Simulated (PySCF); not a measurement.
**GdCl2: other functionals and bases at one geometry**

The task here is to estimate one member of a computed series from the others.

The runs use PySCF 2.14.0; several levels, as the steps say, no spin–orbit coupling.

1 further run of the same task is left out (for a known fault of the program).

**The system as given**

3 atoms, charge 0, spin multiplicity 1.

Bond lengths: Gd1–Cl2 2.608 Å, Gd1–Cl3 2.608 Å. Angles: Cl2–Gd1–Cl3 140.5°.

As a file:

```mol
Cl2Gd
  3D, bonds by distance, orders not assigned

  3  2  0  0  0  0  0  0  0  0999 V2000
    0.0000   -0.0000   -0.1789 Gd  0  0
    2.4547   -0.0000    0.7029 Cl  0  0
   -2.4547    0.0000    0.7029 Cl  0  0
  1  2  8  0
  1  3  8  0
M  END
```

Formal oxidation states: Gd +2. Each metal's 8 4f electrons lie in its core potential, so multiplicities, spins and levels count the valence alone. For divalent La, Ce, Gd or Lu the extra electron is normally 5d or 6s, so this core forces an excited configuration. An earlier session relaxed this geometry at PBE0, Gd lcecp-0-SVP with ECP54, Cl def2-SVP (singlet, point group C2v).

At PBE0 on the finer grid: E = -949.870099 Eh, frontier levels not given, since the 4f levels lie in the core, Mulliken charge on Gd1 +0.84 e, largest force component 0.005 eV/Å. 

Levels to run: B3LYP; BLYP; PBE0, TZVP. Hardware: 2 threads of Arm Neoverse V2, shared host.

Set-up of the first run:

Input file run.py (the lines that set the calculation):

```python
mol = gto.M(atom='''
Gd     0.00000     0.00000    -0.17890
Cl     2.45470     0.00000     0.70287
Cl    -2.45470     0.00000     0.70287''',
    basis={'Gd': 'lcecp-0-SVP', 'Cl': 'def2-SVP'},
    ecp={'Gd': 'lcecp-0-SVP'},
    charge=0, spin=0)
mf = dft.RKS(mol, xc='B3LYP')
mf.grids.atom_grid = (75, 302)  # f atoms: unpruned, at least (60, 302)
mf = mf.density_fit()  # fitting sets: Gd AutoAux, Cl def2-universal-JKFIT
mf.conv_tol = 1e-08; mf.max_cycle = 55
mf.kernel(dm0)  # dm0: the density of the relaxed state
```

The run is started by

```
$ OMP_NUM_THREADS=2 python run.py
```

Among the steps run: B3LYP; BLYP; PBE0, TZVP.

One table of the session follows, with a row left open; its other results are not shown here.

| level | charge on Gd1 (e) | dipole (D) | largest force component (eV/Å) |
| --- | --- | --- | --- |
| PBE0 (relaxed here) | 0.84 | 5.30 | 0.01 |
| B3LYP | 0.78 | 5.18 | 0.14 |
| BLYP | ? | ? | ? |
| PBE0, TZVP | 1.19 | 5.43 | 0.04 |

**Question.** Estimate the row for BLYP.

The run gave: charge on Gd1 (e): 0.67; dipole (D): 4.94; largest force component (eV/Å): 0.24. In the column «charge on Gd1 (e)» it is the lowest.

The largest leftover force, 0.24 eV/Å with BLYP, stands at a geometry relaxed at another level. With 4f in the core, its levels are missing from HOMO and gap, and its count is fixed, so no charge can pass from the ligands into it. Total energies of different levels can't be compared.
